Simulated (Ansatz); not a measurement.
# Ge2 (triplet): from Hartree-Fock to the top rungs, aug-cc-pVDZ

How much of the correlation energy of Ge2 (triplet) does each wave-function method recover here?

The runs use Ansatz 0.2.0, Gaussian basis; aug-cc-pVDZ, core rule «outside noble gas», up to 28 orbitals frozen.

To be run: UHF; CCSD(T) on ROHF; CCSD(T) on UHF; BCCD(T) on ROHF; CISD as a restricted active space (open shells left free, so some higher excitations enter); CCSDT(Q) on ROHF; CCSDT(Q) on UHF; CASSCF and MRCISD+Q, 8 electrons in 8 orbitals; CASSCF and NEVPT2, 8 electrons in 8 orbitals.

20 further runs of the same task are left out: 11 that didn't finish, 9 set aside as unsound or not needed. Runs told in other sessions of the task aren't counted.

**1. What is computed**

The geometry is a PBE0/def2-TZVPD stationary point (not a proven minimum) of the parent state, kept for this charge and spin. No spin-orbit coupling is included. The filled d shell of Ge may be among the frozen orbitals whatever the setting's name suggests.

2 atoms, charge 0, spin multiplicity 3.

Atoms are counted from 1 here; the program's logs count them from 0.

Bond lengths: Ge1–Ge2 2.526 Å.

**2. UHF**

Contents of in.yaml:

```yaml
crystal:
  periodic: [false, false, false]
  atoms:
    - {symbol: Ge, position_ang: [0.000000, 0.000000, 0.000000]}
    - {symbol: Ge, position_ang: [0.000000, 0.000000, 2.525800]}
basis:
  gaussian: {orbitals: aug-cc-pVDZ}
magnetization: {spin_polarized: true, initial_magnetization: 2}
hamiltonian: {xc: hf}
output: {orbitals: {seedname: orbitals}}
```

Started as:

```
$ ansatz run in.yaml --threads 1 --pin off --events-out ev --progress --plain --max-ram 2393MiB
```

The runs that follow: CCSD(T) on ROHF; CCSD(T) on UHF; BCCD(T) on ROHF; CISD as a restricted active space (open shells left free, so some higher excitations enter); CCSDT(Q) on ROHF; CCSDT(Q) on UHF; CASSCF and MRCISD+Q, 8 electrons in 8 orbitals; CASSCF and NEVPT2, 8 electrons in 8 orbitals.

Before running them: what should the planned runs give, taken together? Wanted: UCCSDT(Q) from the RHF energy; RMP2 from UCCSDT(Q); UMP2 from UCCSDT(Q); RCCSD from UCCSDT(Q); RCCSD(T) from UCCSDT(Q); UCCSD(T) from UCCSDT(Q); RCCSDT(Q) from UCCSDT(Q); NEVPT2 valence from UCCSDT(Q); MRCISD+Q valence from UCCSDT(Q).

The runs gave:

```
                         quantity                                        value
    UCCSDT(Q) from the ROHF energy                                   -4.5424 eV
              RMP2 from UCCSDT(Q)                                 +99.1 kJ/mol
              UMP2 from UCCSDT(Q)                                +100.6 kJ/mol
             RCCSD from UCCSDT(Q)                                 +27.5 kJ/mol
          RCCSD(T) from UCCSDT(Q)                                  +6.3 kJ/mol
          UCCSD(T) from UCCSDT(Q)                                  +6.0 kJ/mol
         RCCSDT(Q) from UCCSDT(Q)                                  +0.4 kJ/mol
    NEVPT2 valence from UCCSDT(Q)                                 +65.2 kJ/mol
  MRCISD+Q valence from UCCSDT(Q)                                  -1.3 kJ/mol
levels within 1 kcal/mol (43 meV)  RCCSDT, UCCSDT, RCCSDT(Q), MRCISD+Q valence
                    T1 diagnostic                                        0.020
   effectively unpaired electrons                                         2.05
```

**Reading.** RCCSD(T) misses by +6.3 kJ/mol, 1.4 % of the correlation energy. One determinant dominates. Of the multireference levels listed MRCISD+Q valence comes nearest in total energy (-1.3 kJ/mol), which doesn't show that its space is the better one. These misses are within one basis, not against nature; the frozen cores of restricted and unrestricted runs differ, which can shift their rows.

With open shells the CI space here admits some higher excitations, so it is larger than plain CISD.
